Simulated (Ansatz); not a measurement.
# H3HfSi: the cost of one run

Method: def2-TZVPP, core rule «outside noble gas», up to 9 orbitals frozen; program: Ansatz 0.2.0, Gaussian basis.

To be run: UHF; CCSD(T) on ROHF; CCSD(T) on UHF; CCSDT(Q) on ROHF; CCSDT(Q) on UHF.

10 further runs of the same task are left out: 3 for a known fault of the program, 2 that didn't finish, 5 set aside as unsound or not needed.

## Step 1: The system

The geometry is a PBE0/def2-TZVP stationary point (not a proven minimum) of the parent state, kept for this charge and spin. No spin-orbit coupling is included. Elements past krypton take def2 core potentials.

5 atoms, charge 1, spin multiplicity 5.

Atoms are counted from 1 here; the program's logs count them from 0.

Bond lengths: Hf1–Si2 2.795 Å, Si2–H3 1.495 Å, Si2–H4 1.495 Å, Si2–H5 1.495 Å. Angles: Hf1–Si2–H3 110.0°, Hf1–Si2–H4 106.2°, Hf1–Si2–H5 110.0°, H3–Si2–H4 110.3°, H3–Si2–H5 110.0°, H4–Si2–H5 110.3°.

## Step 2: UHF

File in.yaml:

```yaml
crystal:
  periodic: [false, false, false]
  atoms:
    - {symbol: Hf, position_ang: [0.000000, -0.000179, 0.421687]}
    - {symbol: Si, position_ang: [0.000000, -0.000820, -2.372815]}
    - {symbol: H, position_ang: [1.224151, -0.689841, -2.882975]}
    - {symbol: H, position_ang: [-0.000057, 1.434267, -2.791360]}
    - {symbol: H, position_ang: [-1.224097, -0.689938, -2.882975]}
basis:
  gaussian: {orbitals: def2-TZVPP}
total_charge: 1
magnetization: {spin_polarized: true, initial_magnetization: 4}
hamiltonian: {xc: hf}
output: {orbitals: {seedname: orbitals}}
```

The run is started by

```sh
$ ansatz run in.yaml --threads 1 --pin off --events-out ev --progress --plain --max-ram 4096MiB --backend cpu
```

**Question.** How long does this run take on 1 thread of AMD EPYC 7R13, shared host, and how much memory does it need?

About 29 s, with a peak of 0.37 GiB.
